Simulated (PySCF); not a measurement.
F2BSeH, in a box:

```
F B Se H
1.0
    12.00000    0.00000    0.00000
     0.00000   13.00000    0.00000
     0.00000    0.00000   11.00000
F B Se H
2 1 1 1
Direct
  0.58985 0.38218 0.56414
  0.41232 0.44072 0.56327
  0.51768 0.45409 0.53391
  0.57022 0.57525 0.44819
  0.45863 0.62105 0.44205
```

Base run:

* Program: PySCF 2.14.0
* Functional: PBE
* Potentials or basis: 6-31g* (all-electron)
* k mesh: 1 × 1 × 1
* Occupations: fixed
* Spin: no spin polarisation

Its results: gap between the frontier levels 5.86 eV.

After a change of settings the same cell gave: gap between the frontier levels 10.34 eV. Which change was it?
A. functional from PBE to revPBE
B. functional from PBE to AM05
C. functional from PBE to HCTH407
D. functional from PBE to r2SCAN50; dispersion from none to D3(BJ)

D.

Caveats: this is a molecule in a periodic box at the Γ point, so its band gap is the HOMO-LUMO gap; relativity is left out, which matters for the heavier elements; the basis of atomic orbitals isn't converged, which shifts pressures, moduli and gaps.
